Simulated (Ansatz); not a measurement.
**Two structures of Sc: comparison of enthalpies under pressure, by script**

One table from this session's results is given with a row withheld; the runs are named, their logs left out.

All numbers are computed with Ansatz 0.2.0, driven from Python. Level of theory: DFT PBEsol, plane waves, PAW.

### The structure

Sc Im-3m: It takes space group Im-3m (No. 229, cubic). Conventional cell: a = 3.680 Å, b = 3.680 Å, c = 3.680 Å, α = 90.00°, β = 90.00°, γ = 90.00°. Around Sc (site symmetry m-3m) lie 8 Sc at 3.19 Å.

Sc P6_3/mmc: The structure is hexagonal, space group P6_3/mmc (No. 194). The conventional cell has a = 3.280 Å, b = 3.280 Å, c = 5.356 Å, α = 90.00°, β = 90.00°, γ = 120.00°. Sc (site symmetry -6m2) has 12 Sc at 3.28 Å as nearest neighbours.

The script holds or builds the structure itself.

The first run:

File transition_sc.py:

```python
"""Pressure at which two phases of Sc cross."""

import warnings

import ansatz as az
import numpy as np
import pandas as pd


def bcc(first, a):
    return az.Crystal.bcc(first, a=a)


def hcp(A, a):
    return (
        az.Lattice.from_parameters(a, a, 1.633 * a, alpha=90, beta=90, gamma=120)
        .space_group(194)
        .atom(A, (1 / 3, 2 / 3, 0.25))
    )


def run_phase(name, crystal, pressure=0.0):
    calc = (
        crystal.calculation()
        .basis(17 * az.Ha)
        .functional("pbesol")
        .scf(tolerance=1e-07)
        .kpoints(spacing=0.27)
        .occupations("gaussian", width=0.05)
    )
    calc = calc.relax(force_tolerance=0.02, cell=True, pressure=pressure)
    return calc.run()


def volume_per_atom(outcome):
    return abs(np.linalg.det(outcome.lattice.cell_ang)) / len(outcome.lattice.sites)


def main() -> None:
    warnings.simplefilter("ignore")

    phases = {}
    phases["bcc"] = bcc("Sc", 3.68)
    phases["hcp"] = hcp("Sc", 3.28)

    # enthalpy per atom at each pressure
    pressures = [0, 10, 20, 30]
    enthalpy, volume = {name: [] for name in phases}, {name: [] for name in phases}
    for p in pressures:
        for name, crystal in phases.items():
            o = run_phase(name, crystal, pressure=p)
            volume[name].append(volume_per_atom(o))
            enthalpy[name].append(o.report["energy_sigma0_ev"] / len(o.lattice.sites) + p * volume[name][-1] / 160.21766)
    gap = np.array(enthalpy["hcp"]) - np.array(enthalpy["bcc"])
    rows = [(p, va, vb, 1000 * d) for p, va, vb, d in zip(pressures, volume["bcc"], volume["hcp"], gap)]
    print(pd.DataFrame(rows, columns=["P (GPa)", "V bcc (A^3/atom)", "V hcp (A^3/atom)", "H(hcp) - H(bcc) (meV/atom)"]).round(4).to_string(index=False))
    crossings = [p0 - g0 * (p1 - p0) / (g1 - g0) for p0, p1, g0, g1 in zip(pressures, pressures[1:], gap, gap[1:]) if g0 * g1 < 0]
    print("crossing near", [round(float(p), 1) for p in crossings], "GPa") if crossings else print("no crossing in this range")


if __name__ == "__main__":
    main()
```

Started as:

```console
$ python transition_sc.py
```

Among the steps run: Launch.

One table of the session follows, with a row left open; its other results are not shown here.

It belongs to the step «What each run gave». Enthalpy H = E + pV of the second structure less the first:

```
pressure (GPa)  ΔH (meV/atom)
             0         -107.4
            10              ?
            20         -123.3
            30         -123.8
```

**Question.** Estimate the row for pressure (GPa) = 10.

Worked estimate for «ΔH (meV/atom)». A straight line through the neighbours (0, -107.4) and (20, -123.3) gives -107.4 + (-123.3 + 107.4) × (10 − 0) / (20 − 0) = -115.3; a parabola fitted to 3 rows on both sides gives -117.8.

**Answer.** ΔH (meV/atom): -122.5. In «ΔH (meV/atom)» the line misses by +7.2 and the parabola by +4.7.

Limits of these values: Warnings in the runs' records: stress scf threshold loose.
